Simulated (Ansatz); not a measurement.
# C₂H₃FOSi: how energies converge with the basis set

An exercise on one series of results from a longer session: the logs are not shown, and one member is left open.

Method: one geometry, several basis sets; program: Ansatz 0.2.0, Gaussian basis.

Plan: PBE0-D4/def2-SVP; ωB97M-V/def2-SVP; PBE0-D4/def2-QZVPP; ωB97M-V/def2-QZVPP; the functionals' def2-TZVPP values are taken from earlier runs.

## The geometry

All runs share one geometry, relaxed beforehand with PBE0-D4 in a triple-zeta def2 set.

SMILES `C#CO[SiH2]F`, 8 atoms, charge 0, spin multiplicity 1.

Atoms are counted from 1 here; the program's logs count them from 0.

Bond lengths: C1–C2 1.198 Å, C1–H6 1.062 Å, C2–O3 1.294 Å, O3–Si4 1.667 Å, Si4–F5 1.582 Å, Si4–H7 1.474 Å, Si4–H8 1.474 Å. Angles: C2–C1–H6 179.2°, C1–C2–O3 179.3°, C2–O3–Si4 121.6°, O3–Si4–F5 104.0°, O3–Si4–H7 109.5°, O3–Si4–H8 109.5°, F5–Si4–H7 109.6°, F5–Si4–H8 109.6°, H7–Si4–H8 114.1°.

The first run:

in.yaml

```yaml
crystal:
  periodic: [false, false, false]
  atoms:
    - {symbol: C, position_ang: [-0.752930, 1.860751, 1.076777]}
    - {symbol: C, position_ang: [-0.774154, 0.779884, 0.560221]}
    - {symbol: O, position_ang: [-0.811514, -0.388658, 0.005206]}
    - {symbol: Si, position_ang: [0.551309, -1.084683, -0.655726]}
    - {symbol: F, position_ang: [0.042187, -2.477449, -1.206374]}
    - {symbol: H, position_ang: [-0.748769, 2.818002, 1.537744]}
    - {symbol: H, position_ang: [1.552922, -1.308398, 0.402960]}
    - {symbol: H, position_ang: [1.033048, -0.256646, -1.776608]}
basis:
  gaussian: {orbitals: def2-SVP}
hamiltonian: {xc: pbe0, dispersion: d4}
output: {orbitals: {seedname: orbitals}}
```

Run with:

```console
$ ansatz run in.yaml --threads 2 --pin off --events-out ev --progress --plain --max-ram 4352MiB
```

Steps of the session up to this table: PBE0-D4 in def2-SVP; ωB97M-V in def2-SVP; PBE0-D4 in def2-QZVPP; ωB97M-V in def2-QZVPP.

One of the session's tables, all rows but one given; the rest of the session is left out.

```
functional       basis  HOMO (eV)  LUMO (eV)
   PBE0-D4    def2-SVP      -7.48       0.41
   PBE0-D4  def2-TZVPP      -7.55      -0.10
   PBE0-D4  def2-QZVPP      -7.57      -0.28
   ωB97M-V    def2-SVP      -9.73       2.41
   ωB97M-V  def2-TZVPP          ?          ?
   ωB97M-V  def2-QZVPP      -9.85       1.21
```

Q: Estimate the row for ωB97M-V, def2-TZVPP from the others.

As computed: HOMO (eV): -9.83; LUMO (eV): 1.65. In the column «HOMO (eV)» it lies between ωB97M-V, def2-QZVPP (-9.85) and ωB97M-V, def2-SVP (-9.73).
